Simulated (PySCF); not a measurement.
# CH4BBr: the cost of one run

The runs use PySCF 2.14.0, with density-fitted response routines of our own; the level of theory stands in each step. All values are computed, except where a source is named. Atoms count from 0, in the outputs and in this text.

## 1. The molecule as given

7 atoms, charge 0, multiplicity 1; geometry from: GFN2-xTB. The atoms were then displaced at random by about 0.01 Å, so the start is not that level's minimum.

Bonds of the start (Å): C0–B1 1.55, B1–Br2 1.85, C0–H3 1.09, C0–H4 1.12, C0–H5 1.06, B1–H6 1.18.

## 2. Geometry optimisation at PBE0-D3(BJ)/def2-SVP

What the job is given:

```
{"job": {"xc": "PBE0", "basis": "def2-SVP", "d3": "d3bj", "grid": 1, "shake": 0.01, "kind": "geom"}, "charge": 0, "multiplicity": 1}
C     -0.680610    -0.194250     0.076660
B      0.764460     0.343460    -0.097330
Br     2.180270    -0.845160    -0.198240
H     -1.120950     0.248730     0.970770
H     -1.332130     0.173300    -0.759390
H     -0.798550    -1.247140     0.121350
H      1.021460     1.491960    -0.163760
```

On the command line:

```
$ OMP_NUM_THREADS=1 python probes_run.py task.json out
```

One launch serves the whole session: the jobs run in the order shown.

**Question.** How long does this first job take on 1 thread of Arm Neoverse N1, shared host, and how much memory does it need?

About 17 s, with a peak of 0.34 GiB.
